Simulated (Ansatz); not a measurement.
A nudged elastic band was laid between two geometries of a periodic cell of 17 atoms, LiSi16 (host Si, host structure diamond, interstitial Li).

Theory: DFT PBE, scalar-relativistic, plane waves, PAW in Ansatz. Settings: PAW set soft_1, cutoff 420 eV, k mesh 2x2x2, gaussian smearing 0.05 eV, spin collinear.

```
movable images  : 7
climbing image  : yes
spring          : 5.0 eV/Å²
optimiser       : fire
start path      : straight line
force threshold : 0.05 eV/Å
iteration limit : 40
end points      : relaxed
```

Initial state:

```xyz
17
Lattice="0.0000 5.4300 5.4300 5.4300 0.0000 5.4300 5.4300 5.4300 0.0000" Properties=species:S:1:pos:R:3
Si -0.069 0.064 0.010
Si 1.315 1.412 1.399
Si 2.683 2.742 0.031
Si 4.013 4.110 1.399
Si 2.703 0.064 2.783
Si 4.033 1.393 4.111
Si 5.361 2.722 2.783
Si 6.745 4.110 4.131
Si -0.053 2.740 2.767
Si 1.317 4.109 4.094
Si 2.685 5.479 2.767
Si 4.029 6.826 4.114
Si 2.705 2.720 5.439
Si 4.050 4.109 6.827
Si 5.377 5.479 5.459
Si 6.747 6.805 6.827
Li 6.748 4.107 1.396
```

Final state:

```xyz
17
Lattice="0.0000 5.4300 5.4300 5.4300 0.0000 5.4300 5.4300 5.4300 0.0000" Properties=species:S:1:pos:R:3
Si -0.047 -0.046 -0.026
Si 1.322 1.323 1.303
Si 2.693 2.694 -0.021
Si 4.040 4.041 1.326
Si 2.708 -0.069 2.647
Si 4.052 1.318 4.033
Si 5.383 2.689 2.669
Si 6.752 4.018 4.038
Si -0.069 2.709 2.647
Si 1.317 4.053 4.033
Si 2.688 5.384 2.670
Si 4.017 6.753 4.038
Si 2.701 2.702 5.417
Si 4.029 4.030 6.745
Si 5.361 5.361 5.424
Si 6.747 6.748 6.769
Li 6.742 6.743 4.028
```

Task: Which bonds break or form, and what moves?

Result: Contacts lost: Si1–Li17, Si4–Li17, Si7–Li17, Si14–Li17. Contacts made: Si6–Li17, Si9–Li17, Si12–Li17, Si15–Li17. The atom that moves furthest is Li17, by 3.73 Å; four of its nearest neighbours are Si13 2.40, Si7 2.40, Si1 2.40, Si5 2.40 Å at the first end and Si5 2.40, Si9 2.40, Si15 2.40, Si13 2.41 Å at the last.

Task: What energy profile does the band end with?

Result: The run converged. The highest image is number 6 of 0 to 8, 0.51 eV above the ends, which have the same energy within 2 meV. The profile has 2 maxima (images 2, 6) with wells between them (image 4): this band takes more than one step, which may be the mechanism or a detour left from its start path. By the program's own check the climbing image is of a kind that is not told: the force calls were inconclusive, a negative curvature could not be distinguished from the path's own, the only one lies far off the path, or fixed occupations may fill a level only in part (lowest curvatures found: -1.83 and 0.88 eV/Å²). Limits of this set-up: coarse k mesh, a small cell, in which the defect meets its images.

| image | path coordinate (Å) | energy (eV) | Si1–Li17 (Å) | Si4–Li17 (Å) | Si7–Li17 (Å) |
| --- | --- | --- | --- | --- | --- |
| 0 | 0.00 | 0.00 | 2.40 | 2.73 | 2.40 |
| 1 | 0.61 | 0.22 | 2.33 | 2.50 | 2.33 |
| 2 | 1.22 | 0.50 | 2.34 | 2.35 | 2.34 |
| 3 | 1.83 | 0.26 | 2.47 | 2.33 | 2.47 |
| 4 | 2.45 | 0.00 | 2.72 | 2.40 | 2.72 |
| 5 | 3.06 | 0.24 | 3.07 | 2.78 | 3.07 |
| 6 | 3.67 | 0.51 | 3.51 | 3.38 | 3.51 |
| 7 | 4.28 | 0.24 | 4.00 | 4.03 | 4.00 |
| 8 | 4.89 | 0.00 | 4.49 | 4.68 | 4.49 |

Task: What is the geometry of the highest image?

Result: 
```xyz
17
Lattice="0.0000 5.4300 5.4300 5.4300 0.0000 5.4300 5.4300 5.4300 0.0000" Properties=species:S:1:pos:R:3:forces:R:3
Si 0.022 0.012 -0.019 0.01 0.00 0.00
Si 1.419 1.389 1.270 -0.01 0.01 0.00
Si 2.816 2.789 0.075 0.01 0.00 0.00
Si 4.148 4.139 1.425 0.02 0.00 0.00
Si 2.790 -0.076 2.640 -0.02 0.02 0.02
Si 4.071 1.315 4.031 0.01 -0.01 -0.01
Si 5.452 2.695 2.728 0.01 0.00 0.00
Si 6.849 3.984 4.105 -0.01 0.00 0.01
Si -0.045 2.760 2.640 -0.02 0.00 0.00
Si 1.325 4.062 4.030 0.00 -0.01 0.00
Si 2.703 5.441 2.727 0.02 0.00 0.00
Si 4.011 6.818 4.104 0.01 0.02 0.02
Si 2.627 2.618 5.334 0.00 0.00 0.00
Si 3.984 3.956 6.673 0.01 -0.01 -0.01
Si 5.385 5.354 5.476 -0.02 0.00 0.00
Si 6.755 6.744 6.779 0.00 0.00 -0.01
Li 6.112 6.084 3.370 0.00 -0.01 -0.01
```

Run time: 17 min on 2 threads of Arm Neoverse V1 (shared host), peak memory 1.7 GiB.
